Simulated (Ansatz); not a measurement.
# GeH4S2: ionisation energy by level of theory

The task here is to estimate one member of a computed series from the others.

The runs use Ansatz 0.2.0, Gaussian basis; unrestricted cation, the program's frozen cores in correlated methods.

The runs, in order: UKS PBE-D4/def2-TZVPP; UKS r2SCAN-D4/def2-TZVPP; UKS PBE0-D4/def2-TZVPP; UKS B3LYP-D4/def2-TZVPP; UKS wB97X-V/def2-TZVPP; UKS wB97M-V/def2-TZVPP; UKS B2PLYP/def2-TZVPP; UHF-CCSD(T)/def2-TZVPP; UHF-MP2/def2-QZVPP; extrapolation to the limit; then −ε(HOMO) from the neutral's earlier runs with LDA (SPW92), PBE-D4, revPBE-D4, BLYP-D4, r2SCAN-D4, B97M-V, PBE0-D4, B3LYP-D4, r2SCANh-D4, r2SCAN0-D4, HSE06-D4, BHLYP-D4, CAM-B3LYP-D4, LC-ωPBE, ωB97X-V, ωB97M-V.

## The geometry

An earlier PBE0-D4 in a triple-zeta def2 set relaxation fixed the geometry.

SMILES `[SH][GeH2][SH]`, 7 atoms, charge 0, spin multiplicity 1.

Atoms are counted from 1 here; the program's logs count them from 0.

Bond lengths: S1–Ge2 2.222 Å, S1–H4 1.343 Å, Ge2–S3 2.222 Å, Ge2–H5 1.535 Å, Ge2–H6 1.531 Å, S3–H7 1.343 Å. Angles: Ge2–S1–H4 94.2°, S1–Ge2–S3 114.1°, S1–Ge2–H5 109.2°, S1–Ge2–H6 105.6°, S3–Ge2–H5 109.1°, S3–Ge2–H6 105.7°, H5–Ge2–H6 113.2°, Ge2–S3–H7 94.2°.

Set-up of the first run:

in.yaml reads:

```yaml
crystal:
  periodic: [false, false, false]
  atoms:
    - {symbol: S, position_ang: [-1.995182, -0.110722, -0.168250]}
    - {symbol: Ge, position_ang: [0.072858, 0.572529, 0.270589]}
    - {symbol: S, position_ang: [1.429754, -1.038592, 0.977307]}
    - {symbol: H, position_ang: [-1.662285, -0.690901, -1.332645]}
    - {symbol: H, position_ang: [0.669243, 1.215685, -0.989241]}
    - {symbol: H, position_ang: [-0.055231, 1.549458, 1.442323]}
    - {symbol: H, position_ang: [1.602042, -1.565459, -0.245785]}
basis:
  gaussian: {orbitals: def2-TZVPP}
total_charge: 1
magnetization: {spin_polarized: true, initial_magnetization: 1}
hamiltonian: {xc: pbe, dispersion: d4}
```

Started as:

```sh
$ ansatz run in.yaml --threads 4 --pin off --events-out ev --progress --plain --max-ram 10444MiB
```

Among the steps run: Cation, UKS PBE-D4/def2-TZVPP; Cation, UKS r2SCAN-D4/def2-TZVPP; Cation, UKS PBE0-D4/def2-TZVPP; Cation, UKS B3LYP-D4/def2-TZVPP; Cation, UKS wB97X-V/def2-TZVPP; Cation, UKS wB97M-V/def2-TZVPP; Cation, UKS B2PLYP (frozen core)/def2-TZVPP; Cation, UHF-CCSD(T)/def2-TZVPP; Cation, UHF-MP2/def2-QZVPP.

One table of the session follows, with a row left open; its other results are not shown here.

It belongs to the step «Ionisation energies side by side». Orbital estimates, from the neutral's runs:

```
  functional  −ε(HOMO) (eV)
 LDA (SPW92)           6.24
      PBE-D4           6.13
   revPBE-D4           6.09
     BLYP-D4           5.95
   r2SCAN-D4              ?
      B97M-V           6.51
     PBE0-D4           7.35
    B3LYP-D4           7.09
  r2SCANh-D4           6.86
  r2SCAN0-D4           7.53
    HSE06-D4           6.95
    BHLYP-D4           8.40
CAM-B3LYP-D4           8.63
     LC-ωPBE          10.06
     ωB97X-V           9.68
     ωB97M-V           9.50
```

**Question.** Estimate the row for r2SCAN-D4.

Worked estimate for «−ε(HOMO) (eV)». Against the share of exact exchange, r2SCANh-D4 (0.1, 6.86), r2SCAN0-D4 (0.25, 7.53) give a slope of 4.47 per unit share; at 0 the line stands at 6.41.

As computed: −ε(HOMO) (eV): 6.42. In «−ε(HOMO) (eV)» the line misses by -0.01.
